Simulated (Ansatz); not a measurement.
# ClH5HfN2O: a ladder of functionals and wavefunction methods

An exercise on one series of results from a longer session: the logs are not shown, and one member is left open.

Computed with Ansatz 0.2.0, Gaussian basis. Level: functionals in def2-TZVPP, the program's frozen cores in correlated methods.

The runs, in order: PBE-D4, r2SCAN-D4, PBE0-D4, B3LYP-D4, ωB97X-V, ωB97M-V, B2PLYP; CCSD(T)/def2-TZVPP; MP2/def2-QZVPP; extrapolation to the limit.

## Structure used throughout

An earlier PBE0-D4 in a triple-zeta def2 set relaxation fixed the geometry. Hf takes the def2 core potential; no spin-orbit term is included.

SMILES `[NH2][Hf]([NH2])([OH])[Cl]`, 10 atoms, charge 0, spin multiplicity 1.

Atoms are counted from 1 here; the program's logs count them from 0.

Bond lengths: N1–Hf2 2.029 Å, N1–H6 1.011 Å, N1–H7 1.010 Å, Hf2–N3 2.023 Å, Hf2–O4 1.925 Å, Hf2–Cl5 2.385 Å, N3–H8 1.011 Å, N3–H9 1.010 Å, O4–H10 0.953 Å. Angles: Hf2–N1–H6 125.7°, Hf2–N1–H7 125.5°, H6–N1–H7 108.8°, N1–Hf2–N3 105.6°, N1–Hf2–O4 112.3°, N1–Hf2–Cl5 107.9°, N3–Hf2–O4 106.7°, N3–Hf2–Cl5 113.0°, O4–Hf2–Cl5 111.3°, Hf2–N3–H8 125.0°, Hf2–N3–H9 125.9°, H8–N3–H9 108.9°, Hf2–O4–H10 150.4°.

Coordinates:

```
N    -1.5104    0.2470    0.8814
Hf    0.4043    0.2676    0.2104
N     0.6812   -1.5191   -0.6979
O     0.6959    1.6197   -1.1282
Cl    1.8358    0.5886    2.0908
H    -1.9282    0.9337    1.4942
H    -2.2021   -0.4537    0.6579
H     0.7328   -2.4094   -0.2214
H     0.8921   -1.6594   -1.6756
H     0.3987    2.3851   -1.6116
```

Set-up of the first run:

The input, in.yaml:

```yaml
crystal:
  periodic: [false, false, false]
  atoms:
    - {symbol: N, position_ang: [-1.510429, 0.246976, 0.881355]}
    - {symbol: Hf, position_ang: [0.404293, 0.267642, 0.210367]}
    - {symbol: N, position_ang: [0.681195, -1.519105, -0.697854]}
    - {symbol: O, position_ang: [0.695895, 1.619663, -1.128192]}
    - {symbol: Cl, position_ang: [1.835767, 0.588570, 2.090816]}
    - {symbol: H, position_ang: [-1.928227, 0.933669, 1.494165]}
    - {symbol: H, position_ang: [-2.202125, -0.453732, 0.657925]}
    - {symbol: H, position_ang: [0.732790, -2.409371, -0.221370]}
    - {symbol: H, position_ang: [0.892105, -1.659415, -1.675575]}
    - {symbol: H, position_ang: [0.398735, 2.385113, -1.611627]}
basis:
  gaussian: {orbitals: def2-TZVPP}
hamiltonian: {xc: pbe, dispersion: d4}
output: {forces: true, orbitals: {seedname: orbitals}}
```

Launch:

```sh
$ ansatz run in.yaml --threads 2 --pin off --events-out ev --progress --plain --max-ram 32768MiB --backend cpu
```

Among the steps run: PBE-D4 (GGA); r2SCAN-D4 (meta-GGA); PBE0-D4 (hybrid); B3LYP-D4 (hybrid); ωB97X-V (range-separated); ωB97M-V (range-separated); B2PLYP (double hybrid).

One table of the session follows, with a row left open; its other results are not shown here.

It belongs to the step «Orbital energies across the functionals». 

| functional | HOMO (eV) | gap (eV) |
| --- | --- | --- |
| PBE-D4 | -5.98 | 4.98 |
| r2SCAN-D4 | ? | ? |
| PBE0-D4 | -7.39 | 7.27 |
| B3LYP-D4 | -7.14 | 6.72 |
| ωB97X-V | -9.86 | 11.38 |
| ωB97M-V | -9.75 | 10.82 |

**Question.** Estimate the row for r2SCAN-D4.

The run gave: HOMO (eV): -6.29; gap (eV): 5.55. In the column «HOMO (eV)» it lies between B3LYP-D4 (-7.14) and PBE-D4 (-5.98).
